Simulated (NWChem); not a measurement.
# BH2Br (SMILES [H]B([H])Br): levels of theory compared

Aim: a comparison of 6 runs (HF/STO-3G, HF/6-31G, B3LYP/6-31G*, CAM-B3LYP/6-31G*, CCSD(T)/STO-3G) of BH2Br. 

Program for the calculation: NWChem 7.3.0.

### Step 1. The molecule

The species is BH2Br (4 atoms), meant as a singlet with charge 0. SMILES: `[H]B([H])Br`. The coordinates come from a GFN2-xTB relaxation.

Bond lengths: B1–Br4 1.842 Å, B1–H2 1.170 Å, B1–H3 1.170 Å. Angles: H2–B1–Br4 119.1°, H3–B1–Br4 119.1°, H2–B1–H3 121.9°.

### Step 2. Energy and gradient at HF/STO-3G (run 1)

mol.nw

```
start mol
memory 2200 mb
charge 0
geometry units angstroms noautosym nocenter noautoz
B     0.091040    0.150920   -0.000430
H     1.259830    0.109070    0.015270
H    -0.490130    1.165750   -0.019120
Br   -0.860740   -1.425740    0.004280
end
basis spherical bse
B library STO-3G
H library STO-3G
Br library STO-3G
end
scf
thresh 1e-08
maxiter 80
end
task scf gradient
```

Started as:

```console
nwchem mol.nw > mol.out
```

Standard output:

```text
[...]
  functions       =    25
[...]
  wavefunction    = RHF
[...]
         Total SCF energy =  -2570.216511747367
      One-electron energy =  -3733.170445978358
      Two-electron energy =   1093.737257760789
 Nuclear repulsion energy =     69.216676470202
        Time for solution =      1.2s
[...]
                         RHF ENERGY GRADIENTS
    atom               coordinates                        gradient
                 x          y          z           x          y          z
   1 B       0.172041   0.285197  -0.000813   -0.007248  -0.011920   0.000043
   2 H       2.380733   0.206112   0.028856    0.006056  -0.003432   0.000113
   3 H      -0.926211   2.202948  -0.036132   -0.005826   0.003756  -0.000120
   4 Br     -1.626563  -2.694258   0.008088    0.007018   0.011596  -0.000036
[...]
```

Run time: 2.5 s. Hardware: 1 thread of Intel Xeon Platinum 8259CL at 2.50GHz (Skylake/Cascade Lake), shared host; peak memory 0.099 GiB.

### Step 3. Energy and forces at HF/6-31G (run 2)

run.py

```python
from ase import Atoms
from ase.calculators.nwchem import NWChem

atoms = Atoms(['B', 'H', 'H', 'Br'], positions=[
    [0.091040, 0.150920, -0.000430],
    [1.259830, 0.109070, 0.015270],
    [-0.490130, 1.165750, -0.019120],
    [-0.860740, -1.425740, 0.004280],
])

calc = NWChem(
    label='calc',
    theory='scf',
    memory='2200 mb',
    basis='6-31G',
    basispar='spherical bse',
    scf={'nopen': '0', 'rhf': None, 'thresh': '1e-08', 'maxiter': '80'},
)
atoms.calc = calc

forces = atoms.get_forces()
e = atoms.get_potential_energy()
print(f"E = {e:.6f} eV")
print("forces (eV/A):")
for s, f in zip(atoms.symbols, forces):
    print(f"{s:2s} {f[0]:10.5f} {f[1]:10.5f} {f[2]:10.5f}")
print("dipole (e A):", atoms.get_dipole_moment().round(4))
```

Started as:

```console
export ASE_NWCHEM_COMMAND="nwchem PREFIX.nwi > PREFIX.nwo"
python run.py
```

Standard output:

```text
E = -70692.176280 eV
forces (eV/A):
B     1.11509    1.84353   -0.00581
H     0.19499   -0.03024    0.00303
H    -0.11889    0.15864   -0.00314
Br   -1.19119   -1.97193    0.00596
dipole (e A): [ 0.1299  0.2153 -0.0006]
```

The calculator wrote calc.nwi:

```
title "calc"

permanent_dir calc

scratch_dir calc

start calc

geometry units angstrom nocenter noautosym noautoz
  B  9.1039999999999996e-02 1.5092000000000000e-01 -4.2999999999999999e-04
  H  1.2598300000000000e+00 1.0907000000000000e-01 1.5270000000000001e-02
  H  -4.9013000000000001e-01 1.1657500000000001e+00 -1.9120000000000002e-02
  Br -8.6073999999999995e-01 -1.4257400000000000e+00 4.2800000000000000e-03
end

memory 2200 mb

basis spherical bse noprint
   * library 6-31G
end

scf
  nopen 0
  rhf
  thresh 1e-08
  maxiter 80
end

task scf gradient
```

calc.nwo:

```text
Northwest Computational Chemistry Package (NWChem) 7.3.0
             --------------------------------------------------------

           Job information
           ---------------

    nwchem branch   = 7.3.0
    use scalapack   = T
    input           = calc.nwi
    prefix          = calc.
    data base       = calc/calc.db
    status          = startup
    nproc           =        1

           Memory information
           ------------------

    heap     =     72089600 doubles =      550.0 Mbytes
    stack    =     72089597 doubles =      550.0 Mbytes
    global   =    144179200 doubles =     1100.0 Mbytes (distinct from heap & stack)
    total    =    288358397 doubles =     2200.0 Mbytes
    verify   = yes
    hardfail = no

[... 121 lines left out ...]
 Convergence threshold     :          1.000E-08
[... 12 lines left out ...]
       Final RHF  results
[... 3 lines left out ...]
      One-electron energy =  -3754.338291338676
[... 1 line left out ...]
 Nuclear repulsion energy =     69.216676470202
[... 39 lines left out ...]
                       ROHF Final Molecular Orbital Analysis
[... 192 lines left out ...]
  wavefunction    =   RHF

                         RHF ENERGY GRADIENTS

    atom               coordinates                        gradient
                 x          y          z           x          y          z
   1 B       0.172041   0.285197  -0.000813   -0.021685  -0.035851   0.000113
   2 H       2.380733   0.206112   0.028856   -0.003792   0.000588  -0.000059
   3 H      -0.926211   2.202948  -0.036132    0.002312  -0.003085   0.000061
   4 Br     -1.626563  -2.694258   0.008088    0.023165   0.038348  -0.000116

                 ----------------------------------------
                 |  Time  |  1-e(secs)   |  2-e(secs)   |
                 ----------------------------------------
                 |  CPU   |       0.00   |       2.08   |
                 ----------------------------------------
                 |  WALL  |       0.00   |       2.08   |
                 ----------------------------------------

 Task  times  cpu:        9.9s     wall:        9.9s
 Total times  cpu:        9.9s     wall:        9.9s
```

Run time: 11 s. Hardware: 1 thread of Intel Xeon Platinum 8259CL at 2.50GHz (Skylake/Cascade Lake), shared host; peak memory 0.099 GiB.

### Step 4. Energy and forces at B3LYP/6-31G(d) (Cartesian functions) (run 3)

input.xyz

```xyz
4
BBrH2 gradient
B      0.091040     0.150920    -0.000430
H      1.259830     0.109070     0.015270
H     -0.490130     1.165750    -0.019120
Br    -0.860740    -1.425740     0.004280
```

input.nw

```
start input
title "BBrH2 gradient"
memory 2200 mb

geometry units angstrom noautosym nocenter noautoz
 load format xyz input.xyz
end

basis
 * library 6-31G*
end

dft
 xc b3lyp
 grid xfine
 convergence energy 1e-08
 iterations 100
 mulliken
 print low
end

task dft gradient
```

Started as:

```console
nwchem input.nw > input.out
```

Standard output:

```text
[...]
 d= 0,ls=0.0,diis     1  -2599.9111074510 -2.67D+03  1.41D-02  1.40D+00     2.0
[...]
 d= 0,ls=0.0,diis     8  -2599.9471092347 -1.20D-09  2.25D-06  7.01D-09    11.4
         Total DFT energy =    -2599.947109234715
      One electron energy =    -3752.971166884377
           Coulomb energy =     1179.927364290628
    Exchange-Corr. energy =      -96.119983111169
 Nuclear repulsion energy =       69.216676470202
[...]
      Total Density - Mulliken Population Analysis
     ---------------------------------------------
    Atom       Charge   Shell Charges
 -----------   ------   -------------------------------------------------------
    1 B    5     4.95   1.99  0.59  1.41  0.45  0.44  0.07
    2 H    1     0.98   0.53  0.45
    3 H    1     0.98   0.53  0.45
    4 Br  35    35.09   2.00  1.99  6.00  1.93  5.99  1.62  3.86  0.37  1.26  7.02  2.95  0.12
[...]
                         DFT ENERGY GRADIENTS
    atom               coordinates                        gradient
                 x          y          z           x          y          z
   1 B       0.172041   0.285197  -0.000813   -0.011401  -0.018823   0.000061
   2 H       2.380733   0.206112   0.028856   -0.010239   0.001390  -0.000151
   3 H      -0.926211   2.202948  -0.036132    0.006020  -0.008420   0.000168
   4 Br     -1.626563  -2.694258   0.008088    0.015620   0.025853  -0.000079
 Task  times  cpu:       15.5s     wall:       15.5s
 Total times  cpu:       15.6s     wall:       15.6s
```

Run time: 17 s. Hardware: 1 thread of Intel Xeon Platinum 8259CL at 2.50GHz (Skylake/Cascade Lake), shared host; peak memory 0.12 GiB.

Runs 4 to 5 aren't shown in full; the table further down has their settings and results.

### Step 5. The energy at CCSD(T)/STO-3G (run 6)

test.nw

```
START test
TITLE "BH2Br"
memory 2200 mb
charge 0
GEOMETRY noautosym nocenter noautoz
 B      0.091040     0.150920    -0.000430
 H      1.259830     0.109070     0.015270
 H     -0.490130     1.165750    -0.019120
 Br    -0.860740    -1.425740     0.004280
END
BASIS "ao basis" spherical bse
 * library STO-3G
END
SCF
 thresh 1e-08
 maxiter 80
 print low
END
CCSD
 freeze core 10
 maxiter 60
END
TASK ccsd(t) energy
```

Started as:

```console
nwchem test.nw > test.out
```

Standard output:

```text
[...]
  functions       =    25
[...]
  wavefunction    = RHF
[...]
         Total SCF energy =  -2570.216511747367
      One-electron energy =  -3733.170445978358
      Two-electron energy =   1093.737257760789
 Nuclear repulsion energy =     69.216676470202
        Time for solution =      1.3s
[...]
 Total MP2 energy:          -2570.262058883332429
[...]
             energy      energy      error      ampl     ampl      Block
                                                time     time      time
[...]
 Total CCSD energy:          -2570.277189394693778
[...]
 Total CCSD+T(CCSD) energy:          -2570.279191064995302
[...]
 Total CCSD(T) energy:               -2570.278743576086981
[...]
```

It took 4.8 s on 1 thread of Intel Xeon Platinum 8259CL at 2.50GHz (Skylake/Cascade Lake), shared host; peak memory 0.1 GiB.

### Step 6. Overview of the runs

| run | level | Cartesian functions | iteration cap | energy (Eh) | dipole moment (D) | HOMO energy (eV) | LUMO energy (eV) | wall time |
| --- | --- | --- | --- | --- | --- | --- | --- | --- |
| 1 | HF/STO-3G | no | 80 | -2570.216512 | 0.74 | -8.75 | 6.05 | 2.5 s |
| 2 | HF/6-31G | no | 80 | -2597.889583 | 1.21 | -11.11 | 1.98 | 11 s |
| 3 | B3LYP/6-31G* (Cartesian functions) | yes | 100 | -2599.947109 | – | – | – | 17 s |
| 4 | B3LYP/6-31G* (spherical functions) | no | 100 | -2599.938050 | 0.44 | -7.85 | -1.82 | 16 s |
| 5 | CAM-B3LYP/6-31G* (spherical functions) | no | 100 | -2600.007656 | 0.54 | -9.43 | -0.43 | 23 s |
| 6 | CCSD(T)/STO-3G | no | 80 | -2570.278744 | – | – | – | 4.8 s |

### Step 7. What came out

| quantity | value |
| --- | --- |
| run 6: total energy | -2570.27874 Eh |
| run 6: correlation energy (10 core orbitals frozen) | -62.2 mEh |
| run 6: (T) correction | -1.55 mEh |

In words: Over runs 1, 2, 4, 5 the dipole moment (its size) runs from 0.44 D (B3LYP/6-31G*) to 1.21 D (HF/6-31G). The two ends differ in method and basis. Over runs 1, 2, 4, 5 the HOMO–LUMO gap runs from 6.02 eV (B3LYP/6-31G*) to 14.80 eV (HF/STO-3G). Totals of different functionals can't be ranked against each other. In runs 1, 6 the basis is minimal, so the values are rough. All runs together took 74 s, the longest 23 s.
